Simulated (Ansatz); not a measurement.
# CH3F2SSi radical: basis-set convergence

One table from this session's results is given with a row withheld; the runs are named, their logs left out.

Computed with Ansatz 0.2.0, Gaussian basis. Level: one geometry, several basis sets.

Levels to be run: PBE0-D4/def2-SVP; ωB97M-V/def2-SVP; PBE0-D4/def2-QZVPP; ωB97M-V/def2-QZVPP; CCSD(T)/cc-pV(D+d)Z; CCSD(T)/cc-pV(T+d)Z; MP2/cc-pV(Q+d)Z; the functionals' def2-TZVPP values are taken from earlier runs.

### The relaxed structure

The geometry comes from an earlier relaxation with PBE0-D4 in a triple-zeta def2 set; it is a stationary point, not always the lowest conformer.

SMILES `C[Si](F)(F)[S]`, 8 atoms, charge 0, spin multiplicity 2.

Atoms are counted from 1 here; the program's logs count them from 0.

Bond lengths: C1–Si2 1.841 Å, C1–H6 1.094 Å, C1–H7 1.091 Å, C1–H8 1.091 Å, Si2–F3 1.588 Å, Si2–F4 1.588 Å, Si2–S5 2.113 Å. Angles: Si2–C1–H6 108.9°, Si2–C1–H7 111.1°, Si2–C1–H8 111.1°, H6–C1–H7 108.4°, H6–C1–H8 108.4°, H7–C1–H8 108.9°, C1–Si2–F3 110.8°, C1–Si2–F4 110.8°, C1–Si2–S5 110.0°, F3–Si2–F4 104.6°, F3–Si2–S5 110.3°, F4–Si2–S5 110.3°.

Set-up of the first run:

Contents of in.yaml:

```yaml
crystal:
  periodic: [false, false, false]
  atoms:
    - {symbol: C, position_ang: [-0.809840, -0.285894, 0.511221]}
    - {symbol: Si, position_ang: [0.703905, 0.141337, -0.445282]}
    - {symbol: F, position_ang: [1.990895, -0.514901, 0.214071]}
    - {symbol: F, position_ang: [0.641984, -0.479797, -1.905447]}
    - {symbol: S, position_ang: [0.923261, 2.240188, -0.550251]}
    - {symbol: H, position_ang: [-0.905560, -1.374654, 0.554106]}
    - {symbol: H, position_ang: [-0.749488, 0.095877, 1.531786]}
    - {symbol: H, position_ang: [-1.703057, 0.120744, 0.033996]}
basis:
  gaussian: {orbitals: def2-SVP}
magnetization: {spin_polarized: true, initial_magnetization: 1}
hamiltonian: {xc: pbe0, dispersion: d4}
output: {orbitals: {seedname: orbitals}}
```

On the command line:

```bash
$ ansatz run in.yaml --threads 2 --pin off --events-out ev --progress --plain --max-ram 22528MiB --backend cpu
```

Among the steps run: PBE0-D4 in def2-SVP; ωB97M-V in def2-SVP; PBE0-D4 in def2-QZVPP; ωB97M-V in def2-QZVPP.

One of the session's tables, all rows but one given; the rest of the session is left out.

| functional | basis | HOMO (eV) | LUMO (eV) |
| --- | --- | --- | --- |
| PBE0-D4 | def2-SVP | -7.76 | -4.94 |
| PBE0-D4 | def2-TZVPP | -7.90 | -5.00 |
| PBE0-D4 | def2-QZVPP | -7.94 | -5.02 |
| ωB97M-V | def2-SVP | ? | ? |
| ωB97M-V | def2-TZVPP | -10.12 | -2.99 |
| ωB97M-V | def2-QZVPP | -10.16 | -3.04 |

**Question.** Estimate the row for ωB97M-V, def2-SVP.

**Answer.** HOMO (eV): -9.95; LUMO (eV): -2.82. In the column «HOMO (eV)» it lies between ωB97M-V, def2-TZVPP (-10.12) and PBE0-D4, def2-QZVPP (-7.94).
